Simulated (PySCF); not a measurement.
# CH₆BOP: electronic excitations and core binding energies

Aim: predict the electronic excitations and core binding energies of CH₆BOP (`COBP`).

Computed with PySCF 2.14.0, with density-fitted response routines of our own, on a single molecule in the gas phase. Atoms count from 0, in the outputs and in this text.

### 1 The starting structure

10 atoms, charge 0, multiplicity 1; geometry from: GFN2-xTB.

Bonds of the start (Å): C0–O1 1.41, O1–B2 1.32, B2–P3 1.93, C0–H4 1.10, C0–H5 1.09, C0–H6 1.09, B2–H7 1.17, P3–H8 1.38, P3–H9 1.38.

### 2 TDDFT and polarisability: PBE0/def2-SVPD

Job settings and geometry (Å):

```
{"job": {"kind": "uv", "xc": "PBE0", "basis": "def2-SVPD", "nstates": 8, "ntriplets": 3}, "charge": 0, "multiplicity": 1}
C     -1.460948     0.367311     0.185287
O     -0.868595    -0.683942    -0.537519
B      0.421931    -0.931230    -0.636142
P      1.798886     0.092747     0.252613
H     -0.755398     0.818095     0.891565
H     -1.810557     1.128855    -0.516030
H     -2.317319    -0.035204     0.729677
H      0.702758    -1.883499    -1.260899
H      1.496428     1.311040    -0.328488
H      2.801698    -0.179518    -0.655433
```

With the program's defaults for keys left out, this is: TDDFT PBE0/def2-SVPD, vertical, gas phase, core orbitals frozen in the response.

Launch:

```
$ OMP_NUM_THREADS=1 python probes_run.py task.json out
```

The driver reads the jobs from task.json and runs them one after another.

Standard output:

```text
coarse grid: 8608 points
cycle   1  E = -482.5524572624  dE =  2.847e-01  |g| = 4.912e-01  |ddm| = 3.842e+00
cycle   2  E = -482.4707237891  dE =  8.173e-02  |g| = 8.205e-01  |ddm| = 1.135e+00
cycle   3  E = -482.6000852942  dE = -1.294e-01  |g| = 6.016e-02  |ddm| = 6.394e-01
cycle   4  E = -482.6008856824  dE = -8.004e-04  |g| = 1.693e-02  |ddm| = 1.162e-01
cycle   5  E = -482.6009707575  dE = -8.508e-05  |g| = 5.100e-03  |ddm| = 4.003e-02
cycle   6  E = -482.6009787340  dE = -7.976e-06  |g| = 9.381e-04  |ddm| = 8.112e-03
final grid: 77784 points
cycle   7  E = -482.6647296337  dE = -2.210e-05  |g| = 8.394e-03  |ddm| = 7.014e-02
cycle   8  E = -482.6647157308  dE =  1.390e-05  |g| = 1.223e-02  |ddm| = 1.878e-02
cycle   9  E = -482.6647441032  dE = -2.837e-05  |g| = 1.268e-03  |ddm| = 1.019e-02
cycle  10  E = -482.6647445173  dE = -4.141e-07  |g| = 1.521e-04  |ddm| = 1.750e-03
cycle  11  E = -482.6647445236  dE = -6.323e-09  |g| = 3.591e-05  |ddm| = 2.644e-04
cycle  12  E = -482.6647445240  dE = -3.815e-10  |g| = 1.036e-05  |ddm| = 7.492e-05
converged SCF energy = -482.6647445240

Static polarisability (au): isotropic 58.312, principal 48.082 57.713 69.142

Singlet excitations
state   eV       nm        f      main configurations
  1   5.3858    230.2   0.03160   H->L 0.92
  2   6.3746    194.5   0.02433   H->L+1 0.91
  3   6.6994    185.1   0.04379   H->L+2 0.77, H-1->L 0.14
  4   6.9247    179.0   0.06784   H-1->L 0.75, H->L+2 0.14
  5   7.4606    166.2   0.03704   H->L+3 0.88, H->L+4 0.09
  6   7.6690    161.7   0.01624   H->L+4 0.80, H->L+3 0.08
  7   7.7770    159.4   0.18615   H->L+5 0.83
  8   8.0189    154.6   0.04501   H-1->L+1 0.94

Triplet excitations (Tamm-Dancoff, eV): 4.5465 5.6935 6.0521
```

Wall time 11 s (1 thread of Arm Neoverse V1, shared host); peak memory 0.51 GiB.

Frontier orbitals and where they lie:

```tsv
orbital	eV	atoms
HOMO−3	-10.39	O1 27 %, C0 18 %, B2 16 %
HOMO−2	-9.70	O1 45 %, C0 20 %, B2 11 %
HOMO−1	-8.79	P3 32 %, O1 25 %, B2 16 %
HOMO	-7.16	P3 56 %, B2 16 %, O1 9 %
LUMO	-0.44	B2 41 %, P3 22 %, O1 20 %
LUMO+1	0.36	B2 37 %, P3 14 %, C0 14 %
LUMO+2	0.92	P3 48 %, H8 15 %, B2 13 %
```

With each of the 8 states as a Gaussian band of 0.4 eV half-width at 1/e, the curve within the window shown has maxima at 230 nm (ε 1,300), 181 nm (ε 4,600), 159 nm (ε 10,000) L/(mol cm). Beyond the last state computed it falls off for lack of states. The curve at chosen wavelengths:

nm, ε (L/mol/cm) and a bar:
```
      149       2303 #######
      153       5970 ##################
      158       9982 ##############################
      162       9572 #############################
      167       6221 ###################
      171       4416 #############
      175       4169 ############
      180       4597 ##############
      184       4463 #############
      189       3563 ##########
      193       2642 ########
      197       1807 #####
      202       1031 ###
      206        663 ##
      211        522 #
      215        625 #
      219        842 ##
      224       1128 ###
      228       1263 ###
      233       1247 ###
      237       1101 ###
      241        887 ##
      246        604 #
      250        409 #
      255        229 
      259        135
```

Leading natural transition orbitals of singlet state 7: the hole lies on P3 59 %; B2 10 %; H8, H9 about 9 % each; the particle on H8, H9 about 24 % each; P3 21 %; B2 11 %.

Leading natural transition orbitals of singlet state 1: the hole lies on P3 44 %; B2 16 %; H7 13 %; the particle on B2 47 %; H7 17 %; O1 12 %.

Further results of this job:

```tsv
property	computed
dipole moment (D)	1.60
polarisability (Å³)	8.64
HOMO–LUMO gap (eV)	6.72
−ε(HOMO) (eV)	7.16
```

The fields below are evaluated on a grid from the run's orbitals.

Frontier orbitals at PBE0/def2-SVPD, with the share of their density that lies nearest to each atom:

```tsv
orbital	energy (eV)	lies on
HOMO	-7.16	P3 55 %; B2 12 %; O1 8 %
LUMO	-0.44	B2 45 %; H7 17 %; P3 13 %
```

ELF in a plane through or near 5 of the atoms.

Ten even steps from ' ' (0.00) to '@' (1.00):
```
                                                        
                                                        
                                                        
                                                        
                ..::----..                              
                ::**%%%%++      ....                    
          ....::==%%@@@@##..  ==%%**::                  
        --##%%**====**@@**    ##@@%%++..                
      ..%%@@@@@@++  ..++==    **@@##++--..              
      --@@@@@@@@%%::::##**..  --++--::****==::          
      ..%%@@@@@@++**%%@@====++**%%----@@@@%%**          
        ::++++::..==++::++++%%==##++--##%%%%++          
                ..++##--==++%%--%%++..  ::--..          
                ++@@@@@@##::++%%%%**::                  
              ::@@@@@@@@@@..  --++==..                  
              ::@@@@@@@@@@..    ..                      
                ==@@@@@@##                              
                  ..::::                                
                                                        
                                                        
```
The map spans 10.9 Å across and 9.1 Å up, centred on the molecule. Atoms in the plane (x, y in Å): C0 (1.5, 0.1), O1 (0.7, -0.9), B2 (-0.7, -0.9), H7 (-1.2, -1.9), H9 (-2.8, 0.3).

log10 of the density (e/Å³) in the same plane.

Ten even steps from '0' (-4.0) to '9' (1.3):
```
0000000000000000000000000000
0000000000000000000000000000
0000000011111000000000000000
0000001223332111000000000000
0000012334443322222100000000
0000223455555433333221000000
0002344567776445555432100000
0012455667776556666543210000
0113466777776556777654321000
0123467777776556799765421000
0012456666777777887765431000
0012344556689789876665421000
0001233456779789876544320000
0000122356777677765432210000
0000012346776555544211000000
0000011345555433332100000000
0000001234444322211000000000
0000000122332211000000000000
0000000001111000000000000000
0000000000000000000000000000
```
The map spans 10.9 Å across and 9.1 Å up, centred on the molecule. Atoms in the plane (x, y in Å): C0 (1.5, 0.1), O1 (0.7, -0.9), B2 (-0.7, -0.9), H7 (-1.2, -1.9), H9 (-2.8, 0.3).

On the surface of density 0.002 e/bohr³ the electrostatic potential runs, from the 1st to the 99th percentile, from -1.00 V near O1 to 0.98 V near H5.

### 3 Core-electron binding energies: SCAN, X2C

Same as in step 2 but for these lines:

```diff
@@ -1,2 +1,2 @@
-{"job": {"kind": "uv", "xc": "PBE0", "basis": "def2-SVPD", "nstates": 8, "ntriplets": 3}, "charge": 0, "multiplicity": 1}
+{"job": {"kind": "xps"}, "charge": 0, "multiplicity": 1}
 C     -1.460948     0.367311     0.185287
```

With the program's defaults for keys left out, this is: delta-SCF UKS SCAN, pcX-2 on the ionised atom, pcseg-1 elsewhere, spin-free X2C.

Standard output:

```text
ground state, core basis on atom 0 (C), 121 functions
  cycle   1  E = -483.84134483  |g| = 5.27e-01
  cycle   2  E = -483.69118684  |g| = 1.02e+00
  cycle   3  E = -483.89471684  |g| = 1.34e-01
  cycle   4  E = -483.89907894  |g| = 2.76e-02
  cycle   5  E = -483.89931790  |g| = 8.74e-03
  cycle   6  E = -483.89934172  |g| = 1.66e-03
  cycle   7  E = -483.89934372  |g| = 7.28e-04
  cycle   8  E = -483.89934329  |g| = 2.15e-04
  E(ground) = -483.92636491 Eh
hole in C 1s of atom 0
  cycle   1  E = -472.59188919  |g| = 1.50e+00
  cycle   2  E = -470.25236080  |g| = 2.38e+00
  cycle   3  E = -472.68747555  |g| = 9.73e-01
  cycle   4  E = -473.06206078  |g| = 4.63e-01
  cycle   5  E = -473.13624889  |g| = 1.21e-01
  cycle   6  E = -473.14146312  |g| = 3.15e-02
  cycle   7  E = -473.14207776  |g| = 1.06e-02
  cycle   8  E = -473.14215888  |g| = 4.99e-03
  cycle   9  E = -473.14217522  |g| = 2.31e-03
  cycle  10  E = -473.14218169  |g| = 1.18e-03
  cycle  11  E = -473.14218317  |g| = 2.61e-04
  E(ion) = -473.16918053 Eh   <S^2> = 0.7740   hole on atom = 1.000   binding energy = 292.718 eV
ground state, core basis on atom 1 (O), 121 functions
  cycle   1  E = -483.92716104  |g| = 1.03e-01
  cycle   2  E = -483.92564983  |g| = 1.03e-01
  cycle   3  E = -483.92703379  |g| = 5.86e-02
  cycle   4  E = -483.92763323  |g| = 6.49e-03
  cycle   5  E = -483.92764528  |g| = 6.61e-04
  cycle   6  E = -483.92764482  |g| = 1.21e-04
  E(ground) = -483.95294893 Eh
hole in O 1s of atom 1
  cycle   1  E = -463.29292207  |g| = 2.23e+00
  cycle   2  E = -462.47069800  |g| = 2.32e+00
  cycle   3  E = -463.94846414  |g| = 5.40e-01
  cycle   4  E = -463.94445224  |g| = 4.61e-01
  cycle   5  E = -464.11429123  |g| = 7.73e-02
  cycle   6  E = -464.11833602  |g| = 1.64e-02
  cycle   7  E = -464.11847510  |g| = 5.21e-03
  cycle   8  E = -464.11849277  |g| = 1.41e-03
  cycle   9  E = -464.11849377  |g| = 4.57e-04
  E(ion) = -464.14447850 Eh   <S^2> = 0.7616   hole on atom = 1.000   binding energy = 539.016 eV
ground state, core basis on atom 2 (B), 121 functions
  cycle   1  E = -483.89157958  |g| = 1.05e-01
  cycle   2  E = -483.88681621  |g| = 1.84e-01
  cycle   3  E = -483.89321177  |g| = 1.61e-02
  cycle   4  E = -483.89324046  |g| = 9.39e-03
  cycle   5  E = -483.89326836  |g| = 8.94e-04
  cycle   6  E = -483.89327057  |g| = 1.96e-04
  E(ground) = -483.92189423 Eh
hole in B 1s of atom 2
  cycle   1  E = -476.26684096  |g| = 1.17e+00
  cycle   2  E = -474.76351759  |g| = 1.82e+00
  cycle   3  E = -476.48074830  |g| = 5.43e-01
  cycle   4  E = -476.59339874  |g| = 4.31e-01
  cycle   5  E = -476.67325251  |g| = 1.44e-01
  cycle   6  E = -476.68110217  |g| = 3.27e-02
  cycle   7  E = -476.68181988  |g| = 9.54e-03
  cycle   8  E = -476.68190717  |g| = 4.12e-03
  cycle   9  E = -476.68192730  |g| = 2.01e-03
  cycle  10  E = -476.68193588  |g| = 1.28e-03
  cycle  11  E = -476.68193637  |g| = 5.42e-04
  cycle  12  E = -476.68193836  |g| = 2.04e-04
  E(ion) = -476.71069531 Eh   <S^2> = 0.8004   hole on atom = 1.000   binding energy = 196.227 eV
ground state, core basis on atom 3 (P), 132 functions
  cycle   1  E = -484.01022450  |g| = 3.39e-01
  cycle   2  E = -484.01022218  |g| = 2.72e-02
  cycle   3  E = -484.01006349  |g| = 3.66e-02
  cycle   4  E = -484.01045602  |g| = 7.21e-03
  cycle   5  E = -484.01046221  |g| = 3.89e-03
  cycle   6  E = -484.01046506  |g| = 3.87e-04
  E(ground) = -484.00872675 Eh
hole in P 1s of atom 3
  cycle   1  E = -403.87239108  |g| = 4.72e+00
  cycle   2  E = -404.13029601  |g| = 2.13e+00
  cycle   3  E = -404.55793739  |g| = 9.48e-01
  cycle   4  E = -404.90421198  |g| = 5.15e-01
  cycle   5  E = -404.99540325  |g| = 2.06e-01
  cycle   6  E = -405.01274251  |g| = 4.34e-02
  cycle   7  E = -405.01364395  |g| = 1.49e-02
  cycle   8  E = -405.01376071  |g| = 3.80e-03
  cycle   9  E = -405.01376855  |g| = 1.48e-03
  cycle  10  E = -405.01376938  |g| = 2.37e-04
  E(ion) = -405.01207728 Eh   <S^2> = 0.7518   hole on atom = 1.000   binding energy = 2149.608 eV
hole in P 2p of atom 3
  cycle   1  E = -478.60724686  |g| = 1.38e+00
  cycle   2  E = -478.52059007  |g| = 1.17e+00
  cycle   3  E = -478.90275240  |g| = 4.36e-01
  cycle   4  E = -478.97572899  |g| = 1.92e-01
  cycle   5  E = -478.98790619  |g| = 5.49e-02
  cycle   6  E = -478.98939821  |g| = 1.63e-02
  cycle   7  E = -478.98953287  |g| = 4.52e-03
  cycle   8  E = -478.98954304  |g| = 1.45e-03
  cycle   9  E = -478.98954383  |g| = 6.43e-04
  cycle  10  E = -478.98954403  |g| = 2.03e-04
  E(ion) = -478.99826359 Eh   <S^2> = 0.7533   hole on atom = 1.002   binding energy = 136.342 eV
  2p3/2 = 136.114 eV   2p1/2 = 137.006 eV
```

Wall time 19 s (1 thread of Arm Neoverse V1, shared host); peak memory 0.44 GiB.

Binding energies by hole, beside the orbital energy of the ground state; the difference holds orbital relaxation and, for a density functional, its self-interaction error:

```tsv
hole	stands for	environment	ΔSCF (eV; 2p as the shell's mean)	−ε (eV)	⟨S²⟩
C1s on C0	C0	methyl carbon bonded to O	292.72	275.4	0.774
O1s on O1	O1	oxygen bonded to C, B	539.02	517.5	0.762
B1s on B2	B2	boron bonded to O, P, H	196.23	180.6	0.800
P1s on P3	P3	phosphorus bonded to B, 2 H	2149.61	2092.2	0.752
P2p on P3	P3	phosphorus bonded to B, 2 H	136.41	125.2	0.753
```

With the spin-orbit splitting: P3 2p3/2 136.11, 2p1/2 137.01 eV. The table gives each 2p level as the mean over the whole 2p shell (two parts 2p3/2, one part 2p1/2), which differs a little from the single hole in the log.

### 4 What came out

```
                                quantity                        value
         lowest singlet (PBE0/def2-SVPD)  5.39 eV (230 nm), f = 0.032
brightest single state of those computed  state 7, 7.78 eV, f = 0.186
                          lowest triplet                      4.55 eV
   surface potential, 1st and 99th percentile           -1.00 V and 0.98 V
        C1s binding energies, SCAN/pcX-2                 C0 292.72 eV
        O1s binding energies, SCAN/pcX-2                 O1 539.02 eV
        B1s binding energies, SCAN/pcX-2                 B2 196.23 eV
        P1s binding energies, SCAN/pcX-2                P3 2149.61 eV
        P2p binding energies, SCAN/pcX-2                 P3 136.41 eV
```

What this shows: The first singlet state (HOMO→LUMO 0.92) lies at 5.39 eV and is weak; of the 8 states computed, the strongest absorption comes from state 7 at 7.78 eV. The lowest triplet lies 0.84 eV below the lowest singlet (triplets in Tamm-Dancoff, singlets in full TDDFT). States above −ε(HOMO) lie where TDDFT describes them poorly and they hang on the basis; the brightest is among them. At PBE0/def2-SVPD, counted by nearest atom on the grid, the HOMO lies on P3 55 %; B2 12 %, the LUMO on B2 45 %; H7 17 %.
